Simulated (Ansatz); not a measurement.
# LiMg6Mo: the cost of one run

Method: DFT PBE, scalar-relativistic, plane waves, PAW, in Ansatz 0.2.0.

## 1. The structure to begin with

It takes space group R-3m (No. 166, trigonal). The conventional cell has a = 8.180 Å, b = 8.180 Å, c = 8.050 Å, α = 90.00°, β = 90.00°, γ = 120.00°. Around Li (site symmetry -3m) lie 12 Mg at 3.12 to 3.23 Å. Around Mg (site symmetry m) lie 1 Mo at 2.02 Å. Mo (site symmetry -3m) is surrounded by 6 Mg at 2.02 Å.

As a file:

```
CELL_PARAMETERS angstrom
4.09023 2.36150 2.68343
-4.09023 2.36150 2.68343
0.00000 -4.72299 2.68343
ATOMIC_POSITIONS crystal
Li 0.50000 0.50000 0.50000
Mg 0.26500 0.26500 0.92600
Mg 0.92600 0.26500 0.26500
Mg 0.26500 0.92600 0.26500
Mg 0.07400 0.73500 0.73500
Mg 0.73500 0.73500 0.07400
Mg 0.73500 0.07400 0.73500
Mo 0.00000 0.00000 0.00000
```

This is candidate A: KAsF6 type (R-3m, No. 166).

(A quick probe on a coarse mesh, which set the mesh and smearing, is not shown.)

## 3. Coarse relaxation (candidate A)

Contents of input.yaml:

```yaml
crystal:
  lattice:
    - [4.0902296352, 2.361495181, 2.6834285606]
    - [-4.0902296352, 2.361495181, 2.6834285606]
    - [0.0, -4.7229903618, 2.6834285606]
  atoms:
    - { symbol: Li, position: [0.5, 0.5, 0.5] }
    - { symbol: Mg, position: [0.265, 0.265, 0.926] }
    - { symbol: Mg, position: [0.926, 0.265, 0.265] }
    - { symbol: Mg, position: [0.265, 0.926, 0.265] }
    - { symbol: Mg, position: [0.074, 0.735, 0.735] }
    - { symbol: Mg, position: [0.735, 0.735, 0.074] }
    - { symbol: Mg, position: [0.735, 0.074, 0.735] }
    - { symbol: Mo, position: [0.0, 0.0, 0.0] }
basis:
  ecutwfc: 420
kpoints:
  mp_grid: { grid: [3, 3, 3] }
hamiltonian:
  xc: pbe
scf:
  occupations: { method: gaussian, width: 0.1 }
  lower_state_search: "off"
output:
  forces: true
  stress: true
  eigenvalues: true
relax:
  adjacent_minimum: "off"
  f_tol: 0.04
  max_steps: 70
  cell: { stress_tol: 0.4 }
```

Started as:

```bash
$ ansatz run input.yaml --threads 1 --pin off --max-ram 2560MiB --backend cpu --events-out ev --progress --plain --runs-dir out
```

Q: Estimate wall time and peak memory on 1 thread of Arm Neoverse V2, shared host.

About 38 s, with a peak of 0.42 GiB.
